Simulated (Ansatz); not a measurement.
# C2H8Sn: one species, many methods

An exercise on one series of results from a longer session: the logs are not shown, and one member is left open.

Method: functionals in def2-TZVPP, the program's frozen cores in correlated methods; program: Ansatz 0.2.0, Gaussian basis.

Plan: LDA (SPW92), PBE-D4, revPBE-D4, BLYP-D4, r2SCAN-D4, B97M-V, PBE0-D4, B3LYP-D4, r2SCANh-D4, r2SCAN0-D4, HSE06-D4, BHLYP-D4, CAM-B3LYP-D4, LC-ωPBE, ωB97X-V, ωB97M-V, B2PLYP, PBE-QIDH; CCSD(T)/def2-SVP; CCSD(T)/def2-TZVPP; MP2/def2-QZVPP; extrapolation to the limit; RPA on PBE.

### The relaxed structure

An earlier PBE0-D4 in a triple-zeta def2 set relaxation fixed the geometry. Sn takes the def2 core potential; no spin-orbit term is included.

SMILES `C[CH2][SnH3]`, 11 atoms, charge 0, spin multiplicity 1.

Atoms are counted from 1 here; the program's logs count them from 0.

Bond lengths: C1–C2 1.522 Å, C1–H4 1.093 Å, C1–H5 1.093 Å, C1–H6 1.094 Å, C2–Sn3 2.150 Å, C2–H7 1.093 Å, C2–H8 1.093 Å, Sn3–H9 1.711 Å, Sn3–H10 1.711 Å, Sn3–H11 1.710 Å. Angles: C2–C1–H4 111.7°, C2–C1–H5 111.7°, C2–C1–H6 111.4°, H4–C1–H5 107.3°, H4–C1–H6 107.2°, H5–C1–H6 107.2°, C1–C2–Sn3 113.2°, C1–C2–H7 111.1°, C1–C2–H8 111.1°, Sn3–C2–H7 107.2°, Sn3–C2–H8 107.2°, H7–C2–H8 106.8°, C2–Sn3–H9 109.7°, C2–Sn3–H10 109.7°, C2–Sn3–H11 111.1°, H9–Sn3–H10 108.5°, H9–Sn3–H11 108.9°, H10–Sn3–H11 108.9°.

Set-up of the first run:

The input, in.yaml:

```yaml
crystal:
  periodic: [false, false, false]
  atoms:
    - {symbol: C, position_ang: [-1.069783, 1.024463, -0.248936]}
    - {symbol: C, position_ang: [-0.569471, -0.405192, -0.394084]}
    - {symbol: Sn, position_ang: [1.369053, -0.715758, 0.483289]}
    - {symbol: H, position_ang: [-1.157422, 1.317680, 0.800556]}
    - {symbol: H, position_ang: [-0.397160, 1.739176, -0.730446]}
    - {symbol: H, position_ang: [-2.056849, 1.150118, -0.704498]}
    - {symbol: H, position_ang: [-1.255844, -1.111620, 0.079180]}
    - {symbol: H, position_ang: [-0.498184, -0.691609, -1.446231]}
    - {symbol: H, position_ang: [1.311151, -0.345802, 2.153066]}
    - {symbol: H, position_ang: [2.510788, 0.318135, -0.262284]}
    - {symbol: H, position_ang: [1.879117, -2.336593, 0.291090]}
basis:
  gaussian: {orbitals: def2-TZVPP}
hamiltonian: {xc: lda}
output: {orbitals: {seedname: orbitals}}
```

The run is started by

```
$ ansatz run in.yaml --threads 4 --pin off --events-out ev --progress --plain --max-ram 10444MiB
```

Among the steps run: LDA; PBE-D4 (GGA); revPBE-D4 (GGA); BLYP-D4 (GGA); r2SCAN-D4 (meta-GGA); B97M-V (meta-GGA); PBE0-D4 (hybrid); B3LYP-D4 (hybrid); r2SCANh-D4 (hybrid); r2SCAN0-D4 (hybrid); HSE06-D4 (hybrid); BHLYP-D4 (hybrid); CAM-B3LYP-D4 (range-separated); LC-ωPBE (range-separated); ωB97X-V (range-separated); ωB97M-V (range-separated); B2PLYP (double hybrid); PBE-QIDH (double hybrid).

One of the session's tables, all rows but one given; the rest of the session is left out.

It belongs to the step «Orbital energies across the functionals». 

| functional | HOMO (eV) | LUMO (eV) | gap (eV) |
| --- | --- | --- | --- |
| LDA (SPW92) | -6.78 | -0.56 | 6.22 |
| PBE-D4 | -6.67 | -0.39 | 6.28 |
| revPBE-D4 | -6.62 | -0.31 | 6.32 |
| BLYP-D4 | -6.55 | -0.34 | 6.21 |
| r2SCAN-D4 | -6.89 | 0.09 | 6.98 |
| B97M-V | -6.98 | -0.29 | 6.69 |
| PBE0-D4 | -7.82 | 0.34 | 8.16 |
| B3LYP-D4 | -7.63 | 0.08 | 7.71 |
| r2SCANh-D4 | -7.32 | 0.33 | 7.65 |
| r2SCAN0-D4 | -7.97 | 0.66 | 8.63 |
| HSE06-D4 | -7.42 | -0.01 | 7.41 |
| BHLYP-D4 | -8.88 | 0.94 | 9.82 |
| CAM-B3LYP-D4 | -9.13 | 1.10 | 10.23 |
| LC-ωPBE | ? | ? | ? |
| ωB97X-V | -10.10 | 2.04 | 12.14 |
| ωB97M-V | -9.97 | 1.63 | 11.60 |

**Question.** Estimate the row for LC-ωPBE.

**Answer.** HOMO (eV): -10.44; LUMO (eV): 2.18; gap (eV): 12.63. In the column «HOMO (eV)» it is the lowest.
